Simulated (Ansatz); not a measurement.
# C: the cost of one run

Program: Ansatz 0.2.0. Level of theory: DFT LDA, scalar-relativistic, plane waves, PAW. These are calculated values, not measurements.

2 further runs of the same task are left out: 2 set aside as unsound or not needed.

**1. Starting point**

The structure is orthorhombic, space group Cmmm (No. 65). The conventional cell has a = 4.207 Å, b = 8.667 Å, c = 2.486 Å, α = 90.00°, β = 90.00°, γ = 90.00°. C (site symmetry m) is surrounded by 4 C at 1.51 to 1.56 Å. C (site symmetry m) has 4 C at 1.51 to 1.55 Å in its first shell of neighbours.

Structure file:

```
CELL_PARAMETERS angstrom
-4.20655 0.00000 0.00000
0.00000 0.00000 -4.97132
2.10327 -4.33371 2.48566
ATOMIC_POSITIONS crystal
C 0.01841 0.83335 0.66670
C 0.01841 0.33335 0.66670
C 0.98159 0.16665 0.33330
C 0.98159 0.66665 0.33330
C 0.64829 0.83335 0.66670
C 0.64829 0.33335 0.66670
C 0.35171 0.66665 0.33330
C 0.35171 0.16665 0.33330
C 0.77392 0.33924 0.17848
C 0.77392 0.83924 0.17848
C 0.22608 0.16076 0.82152
C 0.22608 0.66076 0.82152
C 0.40455 0.33924 0.17848
C 0.40455 0.83924 0.17848
C 0.59545 0.16076 0.82152
C 0.59545 0.66076 0.82152
```

It goes back to an entry of the Materials Project, which need not be the stable form.

It is built from the cell relaxed beforehand with the same method (5.66 Å³/atom).

**2. The undisturbed cell**

Input file input.yaml:

```yaml
crystal:
  lattice:
    - [-4.2065455176, 0.0, 0.0]
    - [0.0, 0.0, -4.9713232235]
    - [2.1032727588, -4.3337146138, 2.4856616118]
  atoms:
    - { symbol: C, position: [0.0184118628, 0.8333499133, 0.6666998266] }
    - { symbol: C, position: [0.0184118628, 0.3333499133, 0.6666998266] }
    - { symbol: C, position: [0.9815881372, 0.1666500867, 0.3333001734] }
    - { symbol: C, position: [0.9815881372, 0.6666500867, 0.3333001734] }
    - { symbol: C, position: [0.6482879639, 0.8333499133, 0.6666998266] }
    - { symbol: C, position: [0.6482879639, 0.3333499133, 0.6666998266] }
    - { symbol: C, position: [0.3517120361, 0.6666500867, 0.3333001734] }
    - { symbol: C, position: [0.3517120361, 0.1666500867, 0.3333001734] }
    - { symbol: C, position: [0.7739231855, 0.3392386407, 0.1784772814] }
    - { symbol: C, position: [0.7739231855, 0.8392386407, 0.1784772814] }
    - { symbol: C, position: [0.2260768145, 0.1607613593, 0.8215227186] }
    - { symbol: C, position: [0.2260768145, 0.6607613593, 0.8215227186] }
    - { symbol: C, position: [0.4045540959, 0.3392386407, 0.1784772814] }
    - { symbol: C, position: [0.4045540959, 0.8392386407, 0.1784772814] }
    - { symbol: C, position: [0.5954459041, 0.1607613593, 0.8215227186] }
    - { symbol: C, position: [0.5954459041, 0.6607613593, 0.8215227186] }
basis:
  ecutwfc: 420
kpoints:
  mp_grid: { grid: [6, 6, 6] }
hamiltonian:
  xc: lda
scf:
  occupations: { method: gaussian, width: 0.05 }
output:
  forces: true
  stress: true
  eigenvalues: true
  write_density: true
  write_potential: true
  elf: true
  volumetric_format: npy
```

The run is started by

```
$ ansatz run input.yaml --threads 2 --pin off --max-ram 5120MiB --backend cpu --events-out ev --progress --plain --runs-dir out
```

**Question.** How long does this run take on 2 threads of Intel Xeon 6975P-C (Granite Rapids), shared host, and how much memory does it need?

About 3.7 s, with a peak of 0.46 GiB.
